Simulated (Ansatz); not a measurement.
# C2H9BS: one species, many methods

An exercise on one series of results from a longer session: the logs are not shown, and one member is left open.

Computed with Ansatz 0.2.0, Gaussian basis. Level: functionals in def2-TZVPP, the program's frozen cores in correlated methods.

Plan: LDA (SPW92), PBE-D4, revPBE-D4, BLYP-D4, r2SCAN-D4, B97M-V, PBE0-D4, B3LYP-D4, r2SCANh-D4, r2SCAN0-D4, HSE06-D4, BHLYP-D4, CAM-B3LYP-D4, LC-ωPBE, ωB97X-V, ωB97M-V, B2PLYP, PBE-QIDH; CCSD(T)/def2-SVP; CCSD(T)/def2-TZVPP; MP2/def2-QZVPP; extrapolation to the limit; RPA on PBE.

### Structure used throughout

All runs share one geometry, relaxed beforehand with PBE0-D4 in a triple-zeta def2 set.

SMILES `C[BH-](C)[SH2+]`, 13 atoms, charge 0, spin multiplicity 1.

Atoms are counted from 1 here; the program's logs count them from 0.

Bond lengths: C1–B2 1.602 Å, C1–H5 1.094 Å, C1–H6 1.097 Å, C1–H7 1.096 Å, B2–C3 1.598 Å, B2–S4 2.083 Å, B2–H8 1.217 Å, C3–H9 1.097 Å, C3–H10 1.095 Å, C3–H11 1.097 Å, S4–H12 1.345 Å, S4–H13 1.347 Å. Angles: B2–C1–H5 114.6°, B2–C1–H6 113.5°, B2–C1–H7 107.8°, H5–C1–H6 107.9°, H5–C1–H7 106.3°, H6–C1–H7 106.2°, C1–B2–C3 117.4°, C1–B2–S4 102.9°, C1–B2–H8 114.6°, C3–B2–S4 107.1°, C3–B2–H8 115.4°, S4–B2–H8 95.6°, B2–C3–H9 108.3°, B2–C3–H10 114.4°, B2–C3–H11 113.2°, H9–C3–H10 106.3°, H9–C3–H11 106.3°, H10–C3–H11 107.8° and more.

Coordinates:

```xyz
13

C    -0.9743    1.0252   -0.7439
B    -0.0882   -0.2800   -0.4656
C     1.4266   -0.0560   -0.0102
S    -1.0796   -1.1825    1.1290
H    -2.0315    0.8237   -0.9418
H    -0.9175    1.7714    0.0577
H    -0.5798    1.5126   -1.6428
H    -0.2684   -1.1924   -1.2502
H     1.9803    0.3748   -0.8531
H     1.9555   -0.9738    0.2669
H     1.5287    0.6543    0.8192
H    -0.1886   -2.1240    1.4863
H    -0.7429   -0.3879    2.1634
```

Set-up of the first run:

File in.yaml:

```yaml
crystal:
  periodic: [false, false, false]
  atoms:
    - {symbol: C, position_ang: [-0.974285, 1.025206, -0.743890]}
    - {symbol: B, position_ang: [-0.088176, -0.280019, -0.465635]}
    - {symbol: C, position_ang: [1.426646, -0.055959, -0.010213]}
    - {symbol: S, position_ang: [-1.079555, -1.182496, 1.129009]}
    - {symbol: H, position_ang: [-2.031529, 0.823676, -0.941798]}
    - {symbol: H, position_ang: [-0.917507, 1.771404, 0.057741]}
    - {symbol: H, position_ang: [-0.579834, 1.512560, -1.642837]}
    - {symbol: H, position_ang: [-0.268387, -1.192397, -1.250174]}
    - {symbol: H, position_ang: [1.980273, 0.374755, -0.853057]}
    - {symbol: H, position_ang: [1.955472, -0.973780, 0.266935]}
    - {symbol: H, position_ang: [1.528737, 0.654303, 0.819221]}
    - {symbol: H, position_ang: [-0.188640, -2.124021, 1.486335]}
    - {symbol: H, position_ang: [-0.742916, -0.387933, 2.163363]}
basis:
  gaussian: {orbitals: def2-TZVPP}
hamiltonian: {xc: lda}
output: {orbitals: {seedname: orbitals}}
```

Command:

```
$ ansatz run in.yaml --threads 4 --pin off --events-out ev --progress --plain --max-ram 10444MiB
```

Among the steps run: LDA; PBE-D4 (GGA); revPBE-D4 (GGA); BLYP-D4 (GGA); r2SCAN-D4 (meta-GGA); B97M-V (meta-GGA); PBE0-D4 (hybrid); B3LYP-D4 (hybrid); r2SCANh-D4 (hybrid); r2SCAN0-D4 (hybrid); HSE06-D4 (hybrid); BHLYP-D4 (hybrid); CAM-B3LYP-D4 (range-separated); LC-ωPBE (range-separated); ωB97X-V (range-separated); ωB97M-V (range-separated); B2PLYP (double hybrid); PBE-QIDH (double hybrid).

One table of the session follows, with a row left open; its other results are not shown here.

It belongs to the step «Orbital energies across the functionals». 

| functional | HOMO (eV) | gap (eV) |
| --- | --- | --- |
| LDA (SPW92) | -6.64 | 5.30 |
| PBE-D4 | -6.60 | 5.37 |
| revPBE-D4 | -6.57 | 5.39 |
| BLYP-D4 | -6.55 | 5.39 |
| r2SCAN-D4 | -6.88 | 5.95 |
| B97M-V | -6.96 | 5.90 |
| PBE0-D4 | -7.92 | 7.69 |
| B3LYP-D4 | -7.76 | 7.24 |
| r2SCANh-D4 | -7.37 | 6.80 |
| r2SCAN0-D4 | -8.11 | 8.08 |
| HSE06-D4 | -7.52 | 6.90 |
| BHLYP-D4 | -9.24 | 9.97 |
| CAM-B3LYP-D4 | -9.36 | 10.21 |
| LC-ωPBE | -10.68 | 12.80 |
| ωB97X-V | -10.36 | 12.30 |
| ωB97M-V | ? | ? |

Q: Estimate the row for ωB97M-V from the others.

**Answer.** HOMO (eV): -10.22; gap (eV): 11.86. In the column «HOMO (eV)» it lies between ωB97X-V (-10.36) and CAM-B3LYP-D4 (-9.36).
